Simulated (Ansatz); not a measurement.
## GaCuSe₂, space group I4_1/amd: a relaxation of cell and ions, step by step

Program: the Ansatz DFT code, driven from Python.

Notebook, run cell by cell (the value of a cell's last expression is shown):

**Cell 1**
```python
from dataclasses import dataclass
import json

import ansatz as az
from ase import Atoms
from ase.neighborlist import neighbor_list
import numpy as np
```

**Cell 2**
```python
@dataclass(frozen=True)
class RunConfig:
    smearing: str = "methfessel_paxton"
    width_ev: float = 0.05
    xc: str = "r2SCAN"
```

**Cell 3**
```python
cfg = RunConfig()
```

**Cell 4**
```python
def edges_and_angles(cell):
    cell = np.asarray(cell)
    a, b, c = np.linalg.norm(cell, axis=1)
    cosines = cell[1] @ cell[2] / (b * c), cell[0] @ cell[2] / (a * c), cell[0] @ cell[1] / (a * b)
    return (a, b, c, *np.degrees(np.arccos(cosines)))
```

**Cell 5**
```python
lattice = az.Lattice.of(
    [-2.650821, 2.650821, 5.339373],
    [2.650821, -2.650821, 5.339373],
    [2.650821, 2.650821, -5.339373],
)
sites = [
    ("Ga", [0.0, 0.0, 0.0]),
    ("Ga", [0.75, 0.25, 0.5]),
    ("Cu", [0.25, 0.75, 0.5]),
    ("Cu", [0.5, 0.5, 0.0]),
    ("Se", [0.749737, 0.749737, 0.0]),
    ("Se", [0.250263, 0.250263, 0.0]),
    ("Se", [0.000263, 0.500263, 0.5]),
    ("Se", [0.499737, 0.999737, 0.5]),
]
xtal = az.Crystal(lattice=lattice)
for symbol, position in sites:
    xtal = xtal.atom(symbol, position)
```

**Cell 6**
```python
[site.symbol for site in xtal.resolved().sites]
```
Output:
```text
['Ga', 'Ga', 'Cu', 'Cu', 'Se', 'Se', 'Se', 'Se']
```

**Cell 7**
```python
# every cell quantity that the symmetry leaves free
setup = (
    xtal.calculation()
    .occupations(cfg.smearing, width=cfg.width_ev)
    .functional(cfg.xc)
    .kpoints(6)
    .relax(cell=True)
    .band_table()
)
result = setup.run(threads=1, events_out="stream.ndjson")
with open("stream.ndjson") as stream:
    events = [json.loads(line) for line in stream]
steps = [e["data"] for e in events if e["event"] == "relax_step"]
summary = result.report
```
Output:
```text
DeckWarning: basis.ecutwfc = 500 eV, auto-derived from the records' recommended cutoffs: set by Ga (their level for a meta-GGA)
```

**Cell 8**
```python
result.lattice.cell_ang
```
Output:
```text
array([[-2.61365729,  2.61365729,  5.34812467],
       [ 2.61365729, -2.61365729,  5.34812467],
       [ 2.61365729,  2.61365729, -5.34812467]])
```

**Cell 9**
```python
summary["converged"], summary["free_energy_ev"]
```
Output:
```text
(True, -42757.95531985368)
```

**Cell 10**
```python
print("step   energy (eV)     max comp. (eV/A)   P (GPa)  SCF")
for s in steps:
    print(f"{s['step']:4d} {s['lagrangian_ev']:15.5f} {s['allowed_force_max_ev_ang']:12.4f} {s['pressure_gpa']:10.3f} {s['n_scf']:5d}")
```
Output:
```text
step   energy (eV)     max comp. (eV/A)   P (GPa)  SCF
   1    -42757.91581       0.1093     -2.233    10
   2    -42757.95161       0.0234      0.605     9
   3    -42757.95484       0.0181      0.067     6
   4    -42757.95630       0.0030      0.032     6
   5    -42757.95532       0.0029      0.025     8
```

**Cell 11**
```python
first, last = steps[0], steps[-1]
symbols = [site.symbol for site in result.lattice.sites]
print(f"energy gained {first['lagrangian_ev'] - last['lagrangian_ev']:.4f} eV in {len(steps) - 1} steps")
for label, vectors in (("before", first["cell_ang"]), ("after", result.lattice.cell_ang)):
    print(label, "a b c (A) {:.4f} {:.4f} {:.4f}  angles {:.2f} {:.2f} {:.2f}".format(*edges_and_angles(vectors)), f" V = {abs(np.linalg.det(vectors)):.3f} A^3")
print("final stress xx yy zz (GPa, compression positive):", np.round(np.diag(summary["stress_gpa"]), 3) + 0.0)

final = Atoms(symbols, positions=last["positions_ang"], cell=result.lattice.cell_ang, pbc=True)
i, j, d = neighbor_list("ijd", final, 4.5)
print("neighbours within 1.1 times the shortest distance of each atom (A)")
for atom in range(len(final)):
    near = [m for m in np.argsort(d) if i[m] == atom]
    shell = [m for m in near if d[m] < 1.1 * d[near[0]]]
    print(f"{symbols[atom]}{atom} ({len(shell)}):", ", ".join(f"{symbols[j[m]]} {d[m]:.3f}" for m in shell))

print("atom   start x y z (A)              end x y z (A)")
for symbol, a, b in zip(symbols, first["positions_ang"], last["positions_ang"]):
    print(f"{symbol:3s}", " ".join(f"{v:8.4f}" for v in a), "  ", " ".join(f"{v:8.4f}" for v in b))
```
Output:
```text
energy gained 0.0395 eV in 4 steps
before a b c (A) 6.5240 6.5240 6.5240  angles 132.05 132.05 70.15  V = 150.076 A^3
after a b c (A) 6.5011 6.5011 6.5011  angles 132.59 132.59 69.30  V = 146.137 A^3
final stress xx yy zz (GPa, compression positive): [ 0.04   0.04  -0.005]
neighbours within 1.1 times the shortest distance of each atom (A)
Ga0 (6): Se 2.614, Se 2.614, Se 2.614, Se 2.614, Se 2.648, Se 2.648
Ga1 (6): Se 2.614, Se 2.614, Se 2.614, Se 2.614, Se 2.648, Se 2.648
Cu2 (6): Se 2.614, Se 2.614, Se 2.614, Se 2.614, Se 2.700, Se 2.700
Cu3 (6): Se 2.614, Se 2.614, Se 2.614, Se 2.614, Se 2.700, Se 2.700
Se4 (6): Ga 2.614, Cu 2.614, Cu 2.614, Ga 2.614, Ga 2.648, Cu 2.700
Se5 (6): Cu 2.614, Ga 2.614, Cu 2.614, Ga 2.614, Ga 2.648, Cu 2.700
Se6 (6): Ga 2.614, Ga 2.614, Cu 2.614, Cu 2.614, Ga 2.648, Cu 2.700
Se7 (6): Cu 2.614, Cu 2.614, Ga 2.614, Ga 2.614, Ga 2.648, Cu 2.700
atom   start x y z (A)              end x y z (A)
Ga    0.0000   0.0000   0.0000     -0.0000   0.0000   0.0000
Ga    0.0000   2.6508   2.6697      0.0000   2.6137   2.6741
Cu    2.6508   0.0000   2.6697      2.6137   0.0000   2.6741
Cu    0.0000   0.0000   5.3394      0.0000   0.0000   5.3481
Se    0.0000   0.0000   8.0063     -0.0000   0.0000   8.0483
Se    0.0000   0.0000   2.6725      0.0000   0.0000   2.6480
Se    2.6508   0.0000   0.0028      2.6137  -0.0000  -0.0261
Se    2.6508   0.0000   5.3366      2.6137   0.0000   5.3742
```

**Cell 12**
```python
energy = summary["free_energy_ev"]
print("F of the GaCuSe2 cell: {:.6f} eV = {:.6f} Ry = {:.6f} Ha".format(energy, energy / 13.605693, energy / 27.211386))
print("Fermi level {:.4f} eV, {} k-points, {} symmetry operations".format(summary["fermi_energy_ev"], summary["n_kpoints"], summary["n_symmetry_ops"]))
```
Output:
```text
F of the GaCuSe2 cell: -42757.955320 eV = -3142.651780 Ry = -1571.325890 Ha
Fermi level 11.1128 eV, 30 k-points, 16 symmetry operations
```

**Cell 13**
```python
fermi = summary["fermi_energy_ev"]
print("levels less the Fermi level (eV) at the first k-points (first spin channel where there are two)")
for k, levels in list(zip(summary["kpoints_frac"], summary["eigenvalues_ev"]))[:3]:
    print("k = ({:.3f}, {:.3f}, {:.3f})".format(*k))
    print("   ", " ".join(f"{e - fermi:.3f}" for e in levels))
```
Output:
```text
levels less the Fermi level (eV) at the first k-points (first spin channel where there are two)
k = (0.000, 0.000, 0.000)
    -115.866 -115.866 -71.768 -71.768 -71.767 -71.767 -71.620 -71.620 -48.678 -48.677 -48.677 -48.677 -48.664 -48.664 -48.663 -48.663 -48.661 -48.661 -48.659 -48.659 -48.642 -48.642 -48.641 -48.641 -48.637 -48.637 -48.636 -48.636 -15.942 -15.914 -15.903 -15.713 -15.690 -15.679 -15.679 -15.678 -15.653 -15.653 -15.471 -13.189 -13.069 -13.055 -6.193 -5.756 -5.391 -5.391 -5.272 -5.272 -5.228 -3.166 -3.166 -2.574 -2.535 -2.422 -2.401 -2.296 -2.296 -2.248 -2.185 -2.126 -2.126 -1.274 -1.274 -1.187 -0.712 0.344 3.044 3.269 4.910 5.006 5.505 7.685 7.685 7.985 7.985 8.396 8.955
k = (0.000, 0.000, 0.167)
    -115.866 -115.866 -71.768 -71.768 -71.767 -71.767 -71.620 -71.620 -48.677 -48.677 -48.677 -48.677 -48.664 -48.664 -48.663 -48.663 -48.661 -48.661 -48.660 -48.660 -48.642 -48.642 -48.642 -48.641 -48.637 -48.637 -48.636 -48.636 -15.915 -15.886 -15.876 -15.717 -15.692 -15.681 -15.678 -15.677 -15.655 -15.654 -15.255 -13.269 -13.259 -13.177 -7.145 -6.684 -5.952 -4.788 -4.722 -4.467 -3.861 -3.857 -3.356 -3.019 -2.550 -2.524 -2.477 -2.346 -2.345 -2.129 -2.077 -2.065 -1.936 -1.568 -1.396 -0.682 0.244 1.430 3.234 3.779 4.528 4.840 5.811 6.993 7.166 7.562 7.829 8.243 8.799
k = (0.000, 0.000, 0.333)
    -115.866 -115.866 -71.767 -71.767 -71.767 -71.767 -71.620 -71.620 -48.677 -48.677 -48.677 -48.677 -48.664 -48.663 -48.663 -48.663 -48.660 -48.660 -48.660 -48.660 -48.642 -48.642 -48.642 -48.641 -48.637 -48.637 -48.637 -48.636 -15.854 -15.819 -15.812 -15.744 -15.694 -15.687 -15.673 -15.672 -15.660 -15.659 -14.648 -13.638 -13.635 -13.308 -8.151 -7.717 -5.658 -5.256 -4.919 -3.879 -3.848 -3.241 -3.214 -3.214 -2.871 -2.429 -2.378 -2.299 -2.201 -2.113 -1.768 -1.705 -0.965 -0.798 -0.344 0.194 1.195 2.404 3.846 3.896 4.134 4.645 4.755 5.170 5.180 6.489 7.073 7.097 7.852
```

Reading the output:
- Total energies depend on the potentials; only differences at equal settings carry meaning. A total without «per atom» is that of the whole cell that was run.
- No spin polarisation was allowed.
- For a metal this k-point mesh is coarse: on a finer one energies can move by several to tens of meV an atom and pressures by half a GPa or more, differences at one mesh by less.
- Only differences from the Fermi energy are physical; the zero of the scale is a convention.
- Energies along a relaxation are free energies. Rows at an unchanged volume are solved on a plane-wave basis chosen afresh for that cell, so the energy can jump there; the script counts such rows among its steps.
- Edges and angles are those of the cell as typed, here a primitive one, not of the conventional cell.
- This cell is a computed structure, which may not be the phase found in nature.
- Gaps and levels are Kohn-Sham values on a finite set of k-points, without spin-orbit coupling.
- Warnings are shown shortened and without file and line.
- Wall time of the script: 3.9 min on 1 thread of Arm Neoverse V2 (shared host), peak memory 1.2 GiB.
